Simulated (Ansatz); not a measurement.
# Ta3N: the cost of one run

Program: Ansatz 0.2.0. Level of theory: DFT PBEsol, scalar-relativistic, plane waves, PAW. These are calculated values, not measurements.

3 further runs of the same task are left out: 1 that didn't finish, 2 set aside as unsound or not needed. Runs told in other sessions of the task aren't counted.

### 1 The system as given

The structure is trigonal, space group P-3m1 (No. 164). The conventional cell has a = 3.001 Å, b = 3.001 Å, c = 7.450 Å, α = 90.00°, β = 90.00°, γ = 120.00°. Ta (site symmetry -3m) has 12 Ta at 2.99 to 3.00 Å in its first shell of neighbours. Ta (site symmetry 3m) has 3 N at 2.16 Å in its first shell of neighbours. N (site symmetry -3m) has 6 Ta at 2.16 Å in its first shell of neighbours.

As a file:

```xyz
4
Lattice="3.0005 0.0000 0.0000 -1.5003 2.5985 0.0000 0.0000 0.0000 7.4499" Properties=species:S:1:pos:R:3 pbc="T T T"
Ta    0.0000    0.0000    3.7250
Ta    0.0000    1.7323    1.2858
Ta    1.5003    0.8662    6.1642
N     0.0000    0.0000    0.0000
```

It goes back to an entry of the Materials Project, which need not be the stable form.

It is the result of an earlier relaxation at this level (volume 14.52 Å³/atom; gap on the mesh: none (metal)).

### 2 Zero of energy

Reference values: F = -29800.1794 eV; pressure 0.01 GPa; largest force 0.002 eV/Å; gap on the mesh none (metal). It was computed beforehand with the settings of the runs below.

### 3 Setting up rattled cells

All atoms are moved at random with no net shift, in some cells together with a random strain.

### 4 Point rms move = 0.338 Å

Contents of input.yaml:

```yaml
crystal:
  lattice:
    - [2.924751018, 1.5611e-06, 0.0223786092]
    - [-1.462374157, 2.5882823033, 0.0189994589]
    - [0.055563642, 0.0865510431, 7.5933337826]
  atoms:
    - { symbol: Ta, position: [0.0207299851, 0.0041475299, 0.5020713021] }
    - { symbol: Ta, position: [0.4723493021, 0.8010421209, 0.1972646024] }
    - { symbol: Ta, position: [0.5430884278, 0.167202582, 0.8180009226] }
    - { symbol: "N", position: [-0.0361677151, 0.0276077672, -0.0173368271] }
basis:
  ecutwfc: 420
kpoints:
  mp_grid: { grid: [18, 18, 8] }
hamiltonian:
  xc: pbesol
scf:
  occupations: { method: gaussian, width: 0.15 }
output:
  forces: true
  stress: true
  eigenvalues: true
```

Started as:

```sh
ansatz run input.yaml --threads 2 --pin off --max-ram 5120MiB --backend cpu --events-out ev --progress --plain --runs-dir out
```

What time and memory should one allow on 2 threads of Intel Xeon at 2.70GHz, shared host?

About 70 s, with a peak of 1.7 GiB.
